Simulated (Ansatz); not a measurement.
# C₂H₈AlN: up Jacob's ladder to CCSD(T)

One table from this session's results is given with a row withheld; the runs are named, their logs left out.

Method: functionals in def2-TZVPP, the program's frozen cores in correlated methods; program: Ansatz 0.2.0, Gaussian basis.

Plan: LDA (SPW92), PBE-D4, revPBE-D4, BLYP-D4, r2SCAN-D4, B97M-V, PBE0-D4, B3LYP-D4, r2SCANh-D4, r2SCAN0-D4, HSE06-D4, BHLYP-D4, CAM-B3LYP-D4, LC-ωPBE, ωB97X-V, ωB97M-V, B2PLYP, PBE-QIDH; CCSD(T)/def2-SVP; CCSD(T)/def2-TZVPP; MP2/def2-QZVPP; extrapolation to the limit; RPA on PBE.

### The geometry

An earlier PBE0-D4 in a triple-zeta def2 set relaxation fixed the geometry.

12 atoms, charge 0, spin multiplicity 1.

Atoms are counted from 1 here; the program's logs count them from 0.

Bond lengths: C1–C2 1.519 Å, C1–H5 1.093 Å, C1–H6 1.093 Å, C1–H7 1.094 Å, C2–N3 1.449 Å, C2–H8 1.099 Å, C2–H9 1.095 Å, N3–Al4 1.768 Å, N3–H10 1.011 Å, Al4–H11 1.584 Å, Al4–H12 1.584 Å. Angles: C2–C1–H5 111.1°, C2–C1–H6 110.7°, C2–C1–H7 110.8°, H5–C1–H6 108.5°, H5–C1–H7 107.8°, H6–C1–H7 107.8°, C1–C2–N3 113.2°, C1–C2–H8 109.2°, C1–C2–H9 109.4°, N3–C2–H8 110.6°, N3–C2–H9 108.2°, H8–C2–H9 106.0°, C2–N3–Al4 128.5°, C2–N3–H10 111.7°, Al4–N3–H10 119.8°, N3–Al4–H11 117.7°, N3–Al4–H12 117.4°, H11–Al4–H12 124.9°.

Coordinates:

```
C    -0.01211    1.70868   -0.16079
C    -0.63836    0.40325    0.29809
N     0.33003   -0.65509    0.50040
Al    0.46914   -2.19809   -0.35141
H    -0.77153    2.48375   -0.29524
H     0.51507    1.57200   -1.10800
H     0.71074    2.07348    0.57485
H    -1.21296    0.58248    1.21717
H    -1.36316    0.06473   -0.44966
H     1.00088   -0.41507    1.21735
H     1.64863   -3.16743    0.07062
H    -0.59946   -2.50798   -1.47949
```

The first run:

in.yaml

```yaml
crystal:
  periodic: [false, false, false]
  atoms:
    - {symbol: C, position_ang: [-0.012109, 1.708684, -0.160785]}
    - {symbol: C, position_ang: [-0.638360, 0.403250, 0.298086]}
    - {symbol: N, position_ang: [0.330026, -0.655095, 0.500403]}
    - {symbol: Al, position_ang: [0.469141, -2.198089, -0.351412]}
    - {symbol: H, position_ang: [-0.771530, 2.483749, -0.295236]}
    - {symbol: H, position_ang: [0.515070, 1.572000, -1.108003]}
    - {symbol: H, position_ang: [0.710740, 2.073480, 0.574854]}
    - {symbol: H, position_ang: [-1.212961, 0.582477, 1.217170]}
    - {symbol: H, position_ang: [-1.363165, 0.064726, -0.449662]}
    - {symbol: H, position_ang: [1.000880, -0.415067, 1.217355]}
    - {symbol: H, position_ang: [1.648630, -3.167432, 0.070624]}
    - {symbol: H, position_ang: [-0.599462, -2.507983, -1.479493]}
basis:
  gaussian: {orbitals: def2-TZVPP}
hamiltonian: {xc: lda}
output: {orbitals: {seedname: orbitals}}
```

Started as:

```bash
$ ansatz run in.yaml --threads 2 --pin off --events-out ev --progress --plain --max-ram 4352MiB
```

Among the steps run: LDA; PBE-D4 (GGA); revPBE-D4 (GGA); BLYP-D4 (GGA); r2SCAN-D4 (meta-GGA); B97M-V (meta-GGA); PBE0-D4 (hybrid); B3LYP-D4 (hybrid); r2SCANh-D4 (hybrid); r2SCAN0-D4 (hybrid); HSE06-D4 (hybrid); BHLYP-D4 (hybrid); CAM-B3LYP-D4 (range-separated); LC-ωPBE (range-separated); ωB97X-V (range-separated); ωB97M-V (range-separated); B2PLYP (double hybrid); PBE-QIDH (double hybrid).

One table of the session follows, with a row left open; its other results are not shown here.

It belongs to the step «Orbital energies across the functionals». 

| functional | HOMO (eV) | gap (eV) |
| --- | --- | --- |
| LDA (SPW92) | -5.82 | 4.19 |
| PBE-D4 | -5.66 | 4.23 |
| revPBE-D4 | ? | ? |
| BLYP-D4 | -5.53 | 4.22 |
| r2SCAN-D4 | -5.88 | 4.79 |
| B97M-V | -6.00 | 4.67 |
| PBE0-D4 | -6.90 | 6.22 |
| B3LYP-D4 | -6.68 | 5.80 |
| r2SCANh-D4 | -6.35 | 5.51 |
| r2SCAN0-D4 | -7.07 | 6.59 |
| HSE06-D4 | -6.50 | 5.46 |
| BHLYP-D4 | -8.09 | 8.15 |
| CAM-B3LYP-D4 | -8.29 | 8.52 |
| LC-ωPBE | -9.65 | 10.95 |
| ωB97X-V | -9.30 | 10.49 |
| ωB97M-V | -9.23 | 10.14 |

Estimate the missing values for revPBE-D4.

The run gave: HOMO (eV): -5.59; gap (eV): 4.26. In the column «HOMO (eV)» it lies between PBE-D4 (-5.66) and BLYP-D4 (-5.53).
